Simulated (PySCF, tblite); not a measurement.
**C5H9GeS radical: geometry, infrared bands and EPR parameters**

Aim: predict the infrared bands and EPR parameters of C5H9GeS radical (`[C]#CC[CH2][GeH2][S]C`).

Computed with tblite 0.8.0 and PySCF 2.14.0, with density-fitted response routines of our own, on a single molecule in the gas phase. Atoms count from 0, in the outputs and in this text.

### 1 The molecule as given

16 atoms, charge 0, multiplicity 2; geometry from: force field or distance geometry start.

Bonds of the start (Å): C0–C1 1.21, C1–C2 1.47, C2–C3 1.53, C3–Ge4 1.94, Ge4–S5 2.22, S5–C6 1.82, C2–H7 1.11, C2–H8 1.11, C3–H9 1.12, C3–H10 1.11, Ge4–H11 1.55, Ge4–H12 1.54, C6–H13 1.11, C6–H14 1.10, C6–H15 1.12.

### 2 Optimising the geometry with GFN2-xTB

Job settings and geometry (Å):

```
{"job": {"kind": "relax", "xc": "GFN2-xTB", "basis": "xTB"}, "charge": 0, "multiplicity": 2}
C     -3.377200    -1.419500     1.618800
C     -2.599100    -0.671800     1.081800
C     -1.621900     0.221600     0.453100
C     -0.913900    -0.481300    -0.700500
Ge     0.348800     0.715500    -1.553900
S      1.782600     1.549100    -0.080300
C      2.567400    -0.054700     0.257100
H     -0.888200     0.564200     1.214800
H     -2.170100     1.108300     0.060700
H     -0.362600    -1.371300    -0.301000
H     -1.651400    -0.833800    -1.452900
H     -0.440100     1.880200    -2.210600
H      1.117900    -0.051100    -2.652100
H      1.834100    -0.750800     0.714800
H      2.964400    -0.487000    -0.674900
H      3.401600     0.091500     0.985100
```

On the command line:

```console
$ OMP_NUM_THREADS=1 python probes_run.py task.json out
```

The driver reads the jobs from task.json and runs them one after another.

The log of the run:

```text
step      E/eV     max force
  0    -551.90047    1.327
  1    -551.96234    2.551
  2    -551.97826    1.572
  3    -552.00709    0.193
  4    -552.01067    0.144
  5    -552.01584    0.262
  6    -552.01821    0.195
  7    -552.02155    0.153
  8    -552.02422    0.156
  9    -552.02729    0.155
 10    -552.02981    0.108
 11    -552.03152    0.082
 12    -552.03249    0.074
 13    -552.03330    0.096
 14    -552.03425    0.083
 15    -552.03520    0.077
 16    -552.03594    0.068
 17    -552.03652    0.058
 18    -552.03714    0.083
 19    -552.03784    0.106
 20    -552.03854    0.091
 21    -552.03913    0.050
 22    -552.03963    0.052
 23    -552.04015    0.072
 24    -552.04077    0.095
 25    -552.04143    0.077
 26    -552.04194    0.048
 27    -552.04226    0.043
 28    -552.04250    0.041
 29    -552.04272    0.040
 30    -552.04292    0.039
 31    -552.04306    0.026
 32    -552.04314    0.021
 33    -552.04322    0.022
 34    -552.04334    0.035
 35    -552.04348    0.038
 36    -552.04361    0.026
 37    -552.04371    0.021
 38    -552.04379    0.026
 39    -552.04387    0.034
 40    -552.04393    0.030
 41    -552.04398    0.015
 42    -552.04400    0.011
 43    -552.04401    0.011
 44    -552.04403    0.015
 45    -552.04404    0.013
 46    -552.04406    0.010
 47    -552.04408    0.012
 48    -552.04410    0.011
 49    -552.04411    0.011
 50    -552.04413    0.010
```

Run time: 0.39 s. Hardware: 1 thread of Arm Neoverse V1, shared host; peak memory 0.18 GiB.

Relaxation path: (not every step is listed)

| step | energy from step 0 (eV) | largest force (eV/Å) |
| --- | --- | --- |
| 0 | 0.0000 | 1.3269 |
| 1 | -0.0619 | 2.5512 |
| 2 | -0.0778 | 1.5716 |
| 3 | -0.1066 | 0.1930 |
| 4 | -0.1102 | 0.1439 |
| 5 | -0.1154 | 0.2619 |
| 6 | -0.1177 | 0.1951 |
| 7 | -0.1211 | 0.1528 |
| 8 | -0.1237 | 0.1563 |
| 11 | -0.1310 | 0.0819 |
| 14 | -0.1338 | 0.0833 |
| 17 | -0.1360 | 0.0578 |
| 20 | -0.1381 | 0.0910 |
| 23 | -0.1397 | 0.0718 |
| 26 | -0.1415 | 0.0481 |
| 29 | -0.1422 | 0.0399 |
| 32 | -0.1427 | 0.0210 |
| 35 | -0.1430 | 0.0381 |
| 38 | -0.1433 | 0.0255 |
| 41 | -0.1435 | 0.0146 |
| 44 | -0.1436 | 0.0147 |
| 45 | -0.1436 | 0.0132 |
| 46 | -0.1436 | 0.0102 |
| 47 | -0.1436 | 0.0120 |
| 48 | -0.1436 | 0.0109 |
| 49 | -0.1436 | 0.0110 |
| 50 | -0.1437 | 0.0098 |

Close pairs (by a distance rule), those that changed most:

| bond | before (Å) | after (Å) | change (Å) |
| --- | --- | --- | --- |
| C3–Ge4 | 1.938 | 2.003 | +0.065 |
| Ge4–H11 | 1.552 | 1.507 | -0.046 |
| C6–H15 | 1.117 | 1.084 | -0.032 |
| C3–H9 | 1.121 | 1.092 | -0.028 |
| Ge4–H12 | 1.544 | 1.517 | -0.027 |
| C6–H13 | 1.110 | 1.086 | -0.024 |
| C3–H10 | 1.111 | 1.090 | -0.021 |
| C2–H8 | 1.114 | 1.095 | -0.019 |

The next job starts from the end point, and lists it.

### 3 Harmonic vibrations with GFN2-xTB

Job settings and geometry (Å):

```
{"job": {"kind": "ir", "xc": "GFN2-xTB", "basis": "xTB"}, "charge": 0, "multiplicity": 2}
C     -3.375946    -1.436517     1.665740
C     -2.623177    -0.713900     1.081544
C     -1.676774     0.207680     0.444601
C     -0.968539    -0.485863    -0.705980
Ge     0.340036     0.734462    -1.605777
S      1.861498     1.502773    -0.190848
C      2.643684    -0.074054     0.296872
H     -0.958771     0.541721     1.201169
H     -2.235498     1.078637     0.087518
H     -0.442722    -1.373715    -0.347387
H     -1.690878    -0.817919    -1.452344
H     -0.332446     1.951544    -2.185606
H      1.034543    -0.005737    -2.733530
H      1.923457    -0.706706     0.807133
H      3.044516    -0.576449    -0.578681
H      3.449418     0.182988     0.975602
```

The log of the run:

```text
mode    cm-1     km/mol
  1      28.7      2.59
  2      55.7      4.40
  3      59.4      2.04
  4     103.1      2.94
  5     112.8      1.03
  6     134.1      0.72
  7     166.3      0.28
  8     189.2      1.89
  9     214.5     16.41
 10     297.7      1.60
 11     376.4     23.63
 12     399.4     42.30
 13     574.6      5.94
 14     601.9     30.73
 15     628.1    124.92
 16     710.0      4.55
 17     723.5     80.39
 18     799.3    227.13
 19     865.4      6.07
 20     939.9      0.69
 21     948.7     15.06
 22     953.0      1.18
 23    1053.2     16.28
 24    1064.3     25.40
 25    1162.4     53.75
 26    1228.2      0.25
 27    1273.5      4.55
 28    1319.7      1.23
 29    1436.5      3.89
 30    1443.6      3.93
 31    1451.2      2.02
 32    1458.7      7.86
 33    1859.0    324.41
 34    1976.0    414.50
 35    2291.4    128.08
 36    2923.8     17.28
 37    2937.5     15.29
 38    2950.4     35.33
 39    2975.9     22.70
 40    3018.9      3.28
 41    3025.9      7.02
 42    3063.2      1.51
```

It took 0.63 s on 1 thread of Arm Neoverse V1, shared host; peak memory 0.18 GiB.

Which atoms move in the most intense modes:

| cm⁻¹ | km/mol | atoms |
| --- | --- | --- |
| 399 | 42.3 | H12 28 %, H11 25 %, S5 22 %, Ge4 13 % |
| 628 | 124.9 | H12 67 %, C3 18 % |
| 724 | 80.4 | H9 21 %, H10 21 %, C3 11 %, H11 11 % |
| 799 | 227.1 | H11 50 %, H12 48 % |
| 1162 | 53.8 | H10 33 %, H9 33 %, C3 14 % |
| 1859 | 324.4 | H12 86 %, H11 13 % |
| 1976 | 414.5 | H11 86 %, H12 13 % |
| 2291 | 128.1 | C1 56 %, C0 43 % |

### 4 g tensor and hyperfine couplings: B3LYP/def2-TZVP-core+pcH-1

The job, as its differences from that of step 3:

```diff
@@ -1,2 +1,2 @@
-{"job": {"kind": "ir", "xc": "GFN2-xTB", "basis": "xTB"}, "charge": 0, "multiplicity": 2}
+{"job": {"kind": "epr", "basis": "pcH-1"}, "charge": 0, "multiplicity": 2}
 C     -3.375946    -1.436517     1.665740
```

Level: UKS B3LYP, def2-TZVP-core on Ge, pcH-1 on C H S, non-relativistic, mean-field spin-orbit, GIAO.

The log of the run:

```text
UKS, coarse grid
  cycle   1  E = -2670.71020532  |g| = 1.42e+00
  cycle   2  E = -2661.93321253  |g| = 2.42e+00
  cycle   3  E = -2660.74123396  |g| = 2.85e+00
  cycle   4  E = -2670.60696786  |g| = 6.68e-01
  cycle   5  E = -2670.76625993  |g| = 4.83e-01
  cycle   6  E = -2670.83429458  |g| = 4.12e-01
  cycle   7  E = -2670.90555713  |g| = 4.64e-01
  cycle   8  E = -2671.01221423  |g| = 2.40e-01
  cycle   9  E = -2671.03410813  |g| = 1.81e-01
  cycle  10  E = -2671.05417955  |g| = 9.20e-02
  cycle  11  E = -2671.06015052  |g| = 3.10e-02
  cycle  12  E = -2671.06091168  |g| = 8.01e-03
  cycle  13  E = -2671.06097750  |g| = 3.43e-03
  cycle  14  E = -2671.06099052  |g| = 1.80e-03
  cycle  15  E = -2671.06099531  |g| = 9.57e-04
UKS, final grid
  cycle   1  E = -2671.06098364  |g| = 1.40e-03
  cycle   2  E = -2671.06098234  |g| = 2.71e-03
  cycle   3  E = -2671.06098634  |g| = 6.21e-04
  cycle   4  E = -2671.06098699  |g| = 4.00e-04
  cycle   5  E = -2671.06098931  |g| = 3.25e-04
  cycle   6  E = -2671.06099051  |g| = 2.48e-04
  cycle   7  E = -2671.06099170  |g| = 1.72e-04
  cycle   8  E = -2671.06099226  |g| = 1.12e-04
  cycle   9  E = -2671.06099240  |g| = 3.46e-05
  cycle  10  E = -2671.06099240  |g| = 2.09e-05
E = -2671.06099240 Eh   <S^2> = 0.7660 (exact 0.7500)
g shifts (ppm)      1          2          3
  rmc          -171       -171       -171
  gc              9          8         20
  oz_so        -140        999       1409
  total        -301        837       1258
hyperfine (MHz)  atom isotope    a_iso     a_fc   dipolar eigenvalues
    0   13C     974.93     974.90    -55.92    -52.96    108.88
    1   13C     175.79     175.90    -27.60    -22.74     50.35
    2   13C      11.01      11.03     -2.99     -2.93      5.93
    3   13C      -6.90      -6.90     -1.16     -0.89      2.06
    4  73Ge      -0.91      -0.92     -0.55      0.26      0.29
    5   33S       0.06       0.04     -0.27     -0.23      0.50
    6   13C      -0.04      -0.04     -0.07     -0.06      0.13
    7    1H     -13.83     -13.83     -2.25     -1.60      3.85
    8    1H     -12.69     -12.69     -2.19     -1.04      3.23
    9    1H       0.88       0.88     -1.42     -0.91      2.33
   10    1H       0.51       0.51     -1.39     -0.84      2.24
   11    1H      -0.30      -0.30     -0.34     -0.26      0.60
   12    1H       4.24       4.24     -0.28     -0.19      0.47
   13    1H       0.19       0.19     -0.41     -0.36      0.77
   14    1H       0.07       0.07     -0.21     -0.19      0.40
   15    1H       0.01       0.00     -0.20     -0.17      0.37
```

Run time: 4.7 min. Hardware: 1 thread of Arm Neoverse V1, shared host; peak memory 1.4 GiB.

Principal g values 2.00202, 2.00316, 2.00358; g(iso) = 2.00292, against 2.00232 for a free electron.

Hyperfine couplings; where a row names several nuclei, a(iso) is their mean (it holds for fast rotation or exchange) and the dipolar term the largest among them:

| nuclei | isotope | a(iso) (MHz) | a(iso) (G, at g = 2.0023) | largest dipolar term (MHz) |
| --- | --- | --- | --- | --- |
| C0 | 13C | 974.9 | 347.9 | 108.9 |
| C1 | 13C | 175.8 | 62.7 | 50.3 |
| H7, H8 | 1H | -13.3 | -4.7 | 3.8 |
| C2 | 13C | 11.0 | 3.9 | 5.9 |
| C3 | 13C | -6.9 | -2.5 | 2.1 |
| H11, H12 | 1H | 2.0 | 0.7 | 0.6 |
| Ge4 | 73Ge | -0.9 | -0.3 | -0.5 |
| H9, H10 | 1H | 0.7 | 0.2 | 2.3 |
| H13, H14, H15 | 1H | 0.1 | 0.0 | 0.8 |
| S5 | 33S | 0.1 | 0.0 | 0.5 |
| C6 | 13C | 0.0 | 0.0 | 0.1 |

Mulliken spin populations:

C0 1.12; C1 -0.15; C2 0.03; C3 0.00; Ge4 0.00; S5 0.00; C6 0.00; H7 -0.01; H8 0.00; H9 0.00; H10 0.00; H11 0.00; H12 0.00; H13 0.00; H14 0.00; H15 0.00

In first order the couplings over 0.8 MHz of 1H give 9 distinct lines over 10.9 G, if the averaged nuclei exchange fast.

Orbitals, density, ELF and potential are computed afterwards from the orbital file.

ELF in a plane through or near 4 of the atoms.

Ten even steps from ' ' (0.00) to '@' (1.00):
```
                                                        
                                                        
                                                        
                                                        
                ::++##++::..                            
                ++@@@@@@##--                            
                ==@@@@@@**--..  ..--::                  
                  ++@@**::..====##@@%%::                
                    ----::--%%**##@@**..                
            ==++::    ..::==##--::**..  ..::::..        
          ==@@@@@@++      ::####++==..::++**==--..      
          ==@@@@@@##==..  ..####==..--**##%%##**==::    
          ..==##**##@@@@::  ::..    ++##%%##**%%##==    
            ::::--%%@@@@##          ++##%%====@@%%++    
            ......**@@@@**          ==**##%%@@@@%%++    
                  ..----            ::--++##%%##++::    
                                        ..::--::        
                                                        
                                                        
                                                        
```
The map spans 12.7 Å across and 10.4 Å up, centred on the molecule. Atoms in the plane (x, y in Å): C0 (3.8, -1.6), C3 (0.9, 0.4), H13 (-1.6, -1.5), H14 (-3.0, -0.5).

log10 of the density (e/Å³) in the same plane.

Ten even steps from ' ' (-4.0) to '@' (1.0):
```
                                                        
                                                        
                  ............                          
              ....::--------::::..                      
            ..::--==++++++==----::....                  
            ..--==++********++==----::::                
            ::--==**######**++++++====--::              
            ::--==++########********++==--::            
        ..::--====++****######%%%%%%**++==--::::..      
      ..::--++++++++++++****##@@@@%%**++++====--::..    
      ..--==**####**++++++**##%%%%##********++==--::..  
      ::--++##%%%%##**++==++**##******######****++--::  
      ::--==**########**++====++++++**##%%%%%%##++==::..
      ..::==++****####**++--------==++**##%%%%##**==::..
      ..::--==++++++**++==--::::----++++**####**++==::  
        ..::--------==--::..    ..::--==++++++++==--..  
            ....::::::....        ..::----------::::    
                                      ....::::....      
                                                        
                                                        
```
The map spans 12.7 Å across and 10.4 Å up, centred on the molecule. Atoms in the plane (x, y in Å): C0 (3.8, -1.6), C3 (0.9, 0.4), H13 (-1.6, -1.5), H14 (-3.0, -0.5).

On the surface of density 0.002 e/bohr³ the electrostatic potential runs, from the 1st to the 99th percentile, from -0.84 V near C0 to 1.16 V near H10.

The spin density lies nearest to C0 85 %; C1 12 % (beta excess).

### 5 Summary of results

| quantity | value |
| --- | --- |
| strongest single infrared mode (GFN2-xTB) | 1976 cm⁻¹, 414 km/mol |
| zero-point energy (GFN2-xTB) | 71.2 kcal/mol |
| g(iso) (B3LYP) | 2.00292 |
| ⟨S²⟩ | 0.766 (exact 0.75) |
| largest a(iso) (averaged by class) | 13C on C0, 974.9 MHz |
| surface potential, 1st and 99th percentile | -0.84 V and 1.16 V |

Over 50 steps the energy fell by 0.144 eV; of the close pairs, C3–Ge4 changed most, 1.938 to 2.003 Å. No mode is imaginary among the 42: a minimum at this level. The strongest single mode, at 1976 cm⁻¹, moves mainly H11. GFN2-xTB is a fitted tight-binding method: band positions and strengths are rough. Its intensities can rank the bands wrongly. C0 carries the largest spin population, 1.12 e. The isotropic g lies 0.6 ppt above the free-electron value. The hyperfine terms hold no scalar relativity, which the heavier nuclei need.
